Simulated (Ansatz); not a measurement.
# AgBrH₃N: a ladder of functionals and wavefunction methods

An exercise on one series of results from a longer session: the logs are not shown, and one member is left open.

The runs use Ansatz 0.2.0, Gaussian basis; functionals in def2-TZVPP, the program's frozen cores in correlated methods.

Levels to be run: LDA (SPW92), PBE-D4, revPBE-D4, BLYP-D4, r2SCAN-D4, B97M-V, PBE0-D4, B3LYP-D4, r2SCANh-D4, r2SCAN0-D4, HSE06-D4, BHLYP-D4, CAM-B3LYP-D4, LC-ωPBE, ωB97X-V, ωB97M-V, B2PLYP, PBE-QIDH; CCSD(T)/def2-SVP; CCSD(T)/def2-TZVPP; CCSD(T)/def2-QZVPP; extrapolation to the limit; RPA on PBE.

2 further runs of the same task are left out: 1 for a known fault of the program, 1 set aside as unsound or not needed.

### Structure used throughout

All runs share one geometry, relaxed beforehand with PBE0-D4 in a triple-zeta def2 set. Ag takes the def2 core potential; no spin-orbit term is included.

SMILES `[NH3+][Ag-][Br]`, 6 atoms, charge 0, spin multiplicity 1.

Atoms are counted from 1 here; the program's logs count them from 0.

Bond lengths: N1–Ag2 2.172 Å, N1–H4 1.014 Å, N1–H5 1.014 Å, N1–H6 1.014 Å, Ag2–Br3 2.395 Å. Angles: Ag2–N1–H4 111.2°, Ag2–N1–H5 111.2°, Ag2–N1–H6 111.2°, H4–N1–H5 107.7°, H4–N1–H6 107.7°, H5–N1–H6 107.7°, N1–Ag2–Br3 180.0°.

The first run:

The input, in.yaml:

```yaml
crystal:
  periodic: [false, false, false]
  atoms:
    - {symbol: N, position_ang: [-0.638416, 0.559567, -0.383563]}
    - {symbol: Ag, position_ang: [0.853586, -0.758587, 0.485294]}
    - {symbol: Br, position_ang: [2.498422, -2.211722, 1.443102]}
    - {symbol: H, position_ang: [-1.066241, 0.140911, -1.201470]}
    - {symbol: H, position_ang: [-0.227718, 1.441232, -0.668644]}
    - {symbol: H, position_ang: [-1.377433, 0.764599, 0.279081]}
basis:
  gaussian: {orbitals: def2-TZVPP}
hamiltonian: {xc: lda}
output: {orbitals: {seedname: orbitals}}
```

On the command line:

```console
> ansatz run in.yaml --threads 2 --pin off --events-out ev --progress --plain --max-ram 32768MiB --backend cpu
```

Steps of the session up to this table: LDA; PBE-D4 (GGA); revPBE-D4 (GGA); BLYP-D4 (GGA); r2SCAN-D4 (meta-GGA); B97M-V (meta-GGA); PBE0-D4 (hybrid); B3LYP-D4 (hybrid); r2SCANh-D4 (hybrid); r2SCAN0-D4 (hybrid); HSE06-D4 (hybrid); BHLYP-D4 (hybrid); CAM-B3LYP-D4 (range-separated); LC-ωPBE (range-separated); ωB97X-V (range-separated); ωB97M-V (range-separated); B2PLYP (double hybrid); PBE-QIDH (double hybrid).

One table of the session follows, with a row left open; its other results are not shown here.

It belongs to the step «Orbital energies across the functionals». 

| functional | HOMO (eV) | gap (eV) |
| --- | --- | --- |
| LDA (SPW92) | -5.52 | 3.46 |
| PBE-D4 | -5.32 | 3.38 |
| revPBE-D4 | -5.25 | 3.37 |
| BLYP-D4 | -5.18 | 3.22 |
| r2SCAN-D4 | -5.56 | 4.09 |
| B97M-V | -5.61 | 3.78 |
| PBE0-D4 | -6.47 | 5.31 |
| B3LYP-D4 | -6.25 | 4.76 |
| r2SCANh-D4 | -5.99 | 4.78 |
| r2SCAN0-D4 | -6.64 | 5.80 |
| HSE06-D4 | -6.07 | 4.56 |
| BHLYP-D4 | -7.49 | 6.90 |
| CAM-B3LYP-D4 | -7.76 | 7.34 |
| LC-ωPBE | ? | ? |
| ωB97X-V | -8.75 | 9.37 |
| ωB97M-V | -8.65 | 8.83 |

Q: Estimate the row for LC-ωPBE from the others.

As computed: HOMO (eV): -9.06; gap (eV): 9.87. In the column «HOMO (eV)» it is the lowest.
